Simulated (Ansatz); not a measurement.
**CH₃Te− (SMILES [CH2-][TeH]): single points off equilibrium**

Aim: energy, forces and dipole at a frame of a short trajectory, from CCSD(T) and from density functionals.

Method: single points in def2-TZVPPD; program: Ansatz 0.2.0, Gaussian basis.

Cores are frozen in the correlated methods. Filled d shells of the heavier atoms are correlated. Core potentials replace the inner electrons past krypton, and spin-orbit coupling is left out.

## 1. Where the work starts

SMILES `[CH2-][TeH]`, 5 atoms, charge -1, spin multiplicity 1.

Atoms are counted from 1 here; the program's logs count them from 0.

Bond lengths: C1–Te2 2.207 Å, C1–H3 1.043 Å, C1–H4 1.084 Å, Te2–H5 1.582 Å. Angles: Te2–C1–H3 112.9°, Te2–C1–H4 126.9°, H3–C1–H4 110.4°, C1–Te2–H5 111.4°.

As a file:

```xyz
5
charge -1, multiplicity 1
C    -0.44764   -0.89122    0.23152
Te    1.18703    0.59083    0.24351
H    -1.16221   -0.71206    0.96922
H    -0.90797   -1.34531   -0.63845
H     0.77234    1.91449   -0.51721
```

## 2. PBE-D4/def2-TZVPPD

The input, run/in.yaml:

```yaml
crystal:
  periodic: [false, false, false]
  atoms:
    - {symbol: C, position_ang: [-0.447643, -0.891217, 0.231517]}
    - {symbol: Te, position_ang: [1.187029, 0.590835, 0.243514]}
    - {symbol: H, position_ang: [-1.162212, -0.712056, 0.969216]}
    - {symbol: H, position_ang: [-0.907975, -1.345311, -0.638454]}
    - {symbol: H, position_ang: [0.772340, 1.914494, -0.517213]}
basis:
  gaussian: {orbitals: "def2-TZVPPD.json"}
total_charge: -1
hamiltonian: {xc: pbe, dispersion: d4}
output: {forces: true}
```

The basis file named in the input lies beside it (Basis Set Exchange, JSON).

The run is started by

```sh
$ ansatz run in.yaml --threads 2 --pin off --events-out ev --progress --plain --max-ram 3481MiB
```

## 3. r2SCAN-D4/def2-TZVPPD

Changes to run/in.yaml since step 2:

```diff
@@ -11,3 +11,3 @@
 total_charge: -1
-hamiltonian: {xc: pbe, dispersion: d4}
+hamiltonian: {xc: r2scan, dispersion: d4}
 output: {forces: true}
```

## 4. PBE0-D4/def2-TZVPPD

Changes to run/in.yaml since step 3:

```diff
@@ -11,3 +11,3 @@
 total_charge: -1
-hamiltonian: {xc: r2scan, dispersion: d4}
-output: {forces: true}
+hamiltonian: {xc: pbe0, dispersion: d4}
+output: {forces: true, orbitals: {seedname: orbitals}}
```

## 5. wB97M-V/def2-TZVPPD

Changes to run/in.yaml since step 4:

```diff
@@ -11,3 +11,3 @@
 total_charge: -1
-hamiltonian: {xc: pbe0, dispersion: d4}
-output: {forces: true, orbitals: {seedname: orbitals}}
+hamiltonian: {xc: {name: wB97M-V}}
+output: {forces: true}
```

## 6. CCSD(T)/def2-TZVPPD

Changes to run/in.yaml since step 5:

```diff
@@ -11,3 +11,3 @@
 total_charge: -1
-hamiltonian: {xc: {name: wB97M-V}}
+correlation: {method: ccsd_t}
 output: {forces: true}
```

(Steps that only read results are left out.)

**Question.** What will these runs give? Wanted: RMS force component; RMS force error; HOMO and LUMO, PBE0-D4; T1 diagnostic.

As calculated:

```
              quantity                                                             value
   RMS force component                              1.266 to 1.444 eV/Å over the methods
       RMS force error  PBE-D4 0.217, r2SCAN-D4 0.112, PBE0-D4 0.096, wB97M-V 0.057 eV/Å
HOMO and LUMO, PBE0-D4                                                  0.54 and 3.22 eV
         T1 diagnostic                                                             0.014
```

What this shows: For forces wB97M-V does best and PBE-D4 worst. Frozen-core CCSD(T) forces in triple zeta carry basis errors of their own, and this is one geometry, so small gaps rank nothing.
